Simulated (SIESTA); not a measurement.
## CuAu3 under changes of volume

One of the cells (16.499 Å³/atom); the others are scaled copies at fixed shape and fractional positions:

```
CELL_PARAMETERS angstrom
-2.00381 2.00381 4.10913
2.00381 -2.00381 4.10913
2.00381 2.00381 -4.10913
ATOMIC_POSITIONS crystal
Au 0.50000 0.50000 0.00000
Au 0.25000 0.75000 0.50000
Au 0.75000 0.25000 0.50000
Cu 0.00000 0.00000 0.00000
```

The cell comes from a database or a generator and needn't be the stable form of this composition.

- Program: SIESTA 5.4.2
- Functional: PBEsol
- Potentials or basis: PseudoDojo 0.4 standard (PBEsol files)
- Basis: DZP (energy shift 0.003 Ry; two zetas on semicore shells)
- Grid cutoff: 800 Ry
- Energy shift: 0.003 Ry
- k mesh: 9 × 9 × 9
- Occupations: fermi-dirac, width 0.05 eV
- Spin: no spin polarisation

| volume (Å³/atom) | energy over the lowest point (meV/atom) | pressure (GPa) |
| --- | --- | --- |
| 15.205 | ? | ? |
| 15.529 | 2.57 | 3.2 |
| 15.852 | 0.00 | -0.5 |
| 16.499 | 14.61 | -6.4 |
| 16.823 | 30.26 | -9.0 |
| 17.146 | 50.54 | -11.0 |

**Question.** What does the run at 15.205 Å³/atom give?

**Answer.** Energy over the lowest point 13.14 meV/atom; pressure 7.5 GPa.

Worked out: A Birch-Murnaghan fit of order 3 (a polynomial in V^(-2/3)) to the other rows has its minimum at 15.81 Å³/atom with B0 = V·E''(V) = 169 GPa and B' = 5.2 at fixed shape and positions, which overstates the stiffness. It gives 12.95 meV/atom at 15.205 Å³/atom, against the run's 13.14, and -dE/dV = 7.2 GPa, against 7.5.

Energies are extrapolated to zero smearing.

Caveats: short orbitals over semicore shells can move pressures by several GPa; the basis of atomic orbitals isn't converged, which shifts pressures, moduli and gaps.
